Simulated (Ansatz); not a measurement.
# Eu2O3, space group P-3m1: a test of the smearing width

Program: the Python package of Ansatz (0.2.0).

`eu2o3.cif`
```cif
data_Eu2O3
_cell_length_a 3.788300
_cell_length_b 3.788300
_cell_length_c 5.820837
_cell_angle_alpha 90.00000
_cell_angle_beta 90.00000
_cell_angle_gamma 120.00000
_symmetry_space_group_name_H-M 'P 1'
_symmetry_Int_Tables_number 1
loop_
_symmetry_equiv_pos_as_xyz
'x, y, z'
loop_
_atom_site_label
_atom_site_type_symbol
_atom_site_fract_x
_atom_site_fract_y
_atom_site_fract_z
Eu1 Eu    0.666667    0.333333    0.757556
Eu2 Eu    0.333333    0.666667    0.242444
O3 O    0.000000    0.000000    0.000000
O4 O    0.666667    0.333333    0.348896
O5 O    0.333333    0.666667    0.651104
```

The cells in order, each with its output:

**Cell 1**
```python
import warnings

import ansatz as az
from ase.io import read
```

**Cell 2**
```python
SETTINGS = {
    "mesh": (7, 7, 4),
    "xc": "lda",
}

warnings.simplefilter("ignore", az.DeckWarning)
```

**Cell 3**
```python
atoms = read("eu2o3.cif")
structure = az.Crystal.from_ase(atoms).moments(Eu=4.9)
```

**Cell 4**
```python
structure.resolved().tree()["lattice"]
```
Output:
```text
((3.7883, 0.0, 0.0), (-1.8941499999999991, 3.2807640371565894, 0.0), (0.0, 0.0, 5.820837))
```

**Cell 5**
```python
base = (
    structure.calculation()
    .pseudopotentials("paw")
    .kpoints(*SETTINGS["mesh"])
    .functional(SETTINGS["xc"])
    .spin("collinear")
    .basis(16 * az.Ha)
)
```

**Cell 6**
```python
rows = []
for value in [0.3, 0.2, 0.1, 0.05]:
    report = base.occupations("gaussian", width=value).run(threads=1, pin="off").report
    rows.append((value, report["free_energy_ev"] / len(report["lattice"]["sites"]), report["n_iterations"], report["magnetization_mub"], report["n_kpoints"]))
```

**Cell 7**
```python
print("  width (eV)   F/atom (eV)    iterations  moment (muB)      k-points")
for row in rows:
    print(f"{str(row[0]):>12s}  {row[1]:12.5f}  {row[2]:12d}  {row[3]:12.3f}  {row[4]:12d}")
```
Output:
```text
  width (eV)   F/atom (eV)    iterations  moment (muB)      k-points
         0.3   -3760.96474            15        12.000            28
         0.2   -3760.94349            15        12.000            28
         0.1   -3760.92980            15        12.000            28
        0.05   -3760.92600            15        12.000            28
```

**Cell 8**
```python
# the last row is the reference
for row in rows[:-1]:
    shift = 1000 * (row[1] - rows[-1][1])
    print(f"{row[0]}: {shift:+.2f} meV/atom" + ("  (within 2 meV)" if abs(shift) < 2 else ""))
```
Output:
```text
0.3: -38.74 meV/atom
0.2: -17.50 meV/atom
0.1: -3.80 meV/atom
```

Going from 0.05 to 0.3 eV changes F by -38.7 meV an atom. With this scheme F falls roughly as the square of the width; the report's estimate for zero width (energy_sigma0_ev) moves by only -2.9 meV.

Reading the output:
- Open f shells: without a Hubbard U, without spin-orbit coupling; the state reached hangs on the start and needn't be the lowest.
- Without U the f states sit at the Fermi level and can close a real gap.
- The mesh is modest for a metal, so energies can be off by several to tens of meV an atom and pressures by half a GPa or more; differences at equal mesh fare better.
- The overall sign of a collinear moment is arbitrary, and semilocal functionals can give small moments to compounds that are paramagnetic.
- The free energy holds a sizeable smearing term, which stands for no physical temperature.
- The narrowest width needs the finest mesh, so the last row is no converged reference.
- This cell is a computed structure, which may not be the phase found in nature.
- Hardware and time: 58 s on 1 thread of Arm Neoverse V2, with other jobs on the host, peak memory 0.57 GiB.
